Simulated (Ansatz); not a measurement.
**GaH₃ (triplet): from Hartree-Fock to the top rungs at scale of all distances = 1.775, cc-pVDZ**

How much of the correlation energy of GaH₃ (triplet) does each wave-function method recover here?

Method: cc-pVDZ, core rule «outside noble gas», up to 14 orbitals frozen; program: Ansatz 0.2.0, Gaussian basis.

Plan: UHF; CCSD(T) on ROHF; CCSD(T) on UHF; BCCD(T) on ROHF; CISD; CCSDT(Q) on ROHF; CCSDT(Q) on UHF; CASSCF and MRCISD+Q, 4 electrons in 4 orbitals; CASSCF and NEVPT2, 4 electrons in 4 orbitals; CASSCF and MRCISD+Q, 6 electrons in 7 orbitals; CASSCF and NEVPT2, 6 electrons in 7 orbitals; Full CI.

13 further runs of the same task are left out: 10 that didn't finish, 3 set aside as unsound or not needed.

**1. What is computed**

The geometry derives from a PBE0/def2-TZVP stationary point (not a proven minimum). All distances are scaled together. No spin-orbit coupling is included. The filled d shell of Ga may be among the frozen orbitals whatever the setting's name suggests; the logs give the count.

4 atoms, charge 0, spin multiplicity 3.

Atoms are counted from 1 here; the program's logs count them from 0.

No contacts short enough for the rule that draws bonds.

**2. UHF**

in.yaml

```yaml
crystal:
  periodic: [false, false, false]
  atoms:
    - {symbol: Ga, position_ang: [0.000000, 0.049214, -0.081108]}
    - {symbol: H, position_ang: [0.000000, -2.622738, -0.961114]}
    - {symbol: H, position_ang: [0.719617, -0.390780, 3.285846]}
    - {symbol: H, position_ang: [-0.719617, -0.390780, 3.285846]}
basis:
  gaussian: {orbitals: cc-pVDZ}
magnetization: {spin_polarized: true, initial_magnetization: 2}
hamiltonian: {xc: hf}
output: {orbitals: {seedname: orbitals}}
```

Command:

```
$ ansatz run in.yaml --threads 1 --pin off --events-out ev --progress --plain --max-ram 2393MiB
```

The runs that follow: CCSD(T) on ROHF; CCSD(T) on UHF; BCCD(T) on ROHF; CISD; CCSDT(Q) on ROHF; CCSDT(Q) on UHF; CASSCF and MRCISD+Q, 4 electrons in 4 orbitals; CASSCF and NEVPT2, 4 electrons in 4 orbitals; CASSCF and MRCISD+Q, 6 electrons in 7 orbitals; CASSCF and NEVPT2, 6 electrons in 7 orbitals; Full CI.

Q: Predict the results of all the runs planned. Wanted: FCI below the RHF energy; RMP2 from FCI; UMP2 from FCI; RCCSD from FCI; RCCSD(T) from FCI; UCCSD(T) from FCI; RCCSDT(Q) from FCI; UCCSDT(Q) from FCI; NEVPT2 pair from FCI.

The runs gave:

| quantity | value |
| --- | --- |
| FCI below the RHF energy | -2.8494 eV |
| RMP2 from FCI | +998.5 meV |
| UMP2 from FCI | +994.3 meV |
| RCCSD from FCI | +33.5 meV |
| RCCSD(T) from FCI | +9.9 meV |
| UCCSD(T) from FCI | +6.3 meV |
| RCCSDT(Q) from FCI | -0.1 meV |
| UCCSDT(Q) from FCI | -3.3 meV |
| NEVPT2 pair from FCI | +491.0 meV |
| MRCISD+Q pair from FCI | -42.8 meV |
| NEVPT2 valence from FCI | +265.2 meV |
| levels within 1 kcal/mol (43 meV) | RCCSD, UCCSD, RCCSD(T), UCCSD(T), BCCD(T), RCCSDT, UCCSDT, RCCSDT(Q), UCCSDT(Q), MRCISD+Q pair, MRCISD valence, MRCISD+Q valence |
| T1 diagnostic | 0.025 |
| effectively unpaired electrons | 2.19 |

In words: RCCSD(T) lands +9.9 meV from the yardstick (0.3 % of the correlation energy). UCCSDT, UCCSDT(Q), MRCISD+Q pair fall below full CI: unrestricted runs freeze a spin-polarised core, another one than full CI's, and coupled cluster isn't variational. One determinant dominates. Of the multireference levels listed MRCISD+Q valence comes nearest in total energy (+1.0 meV), which doesn't show that its space is the better one. Coupled cluster took another determinant than the lowest Hartree-Fock one. These misses are within one basis, not against nature; the frozen cores of restricted and unrestricted runs differ, which can shift their rows.
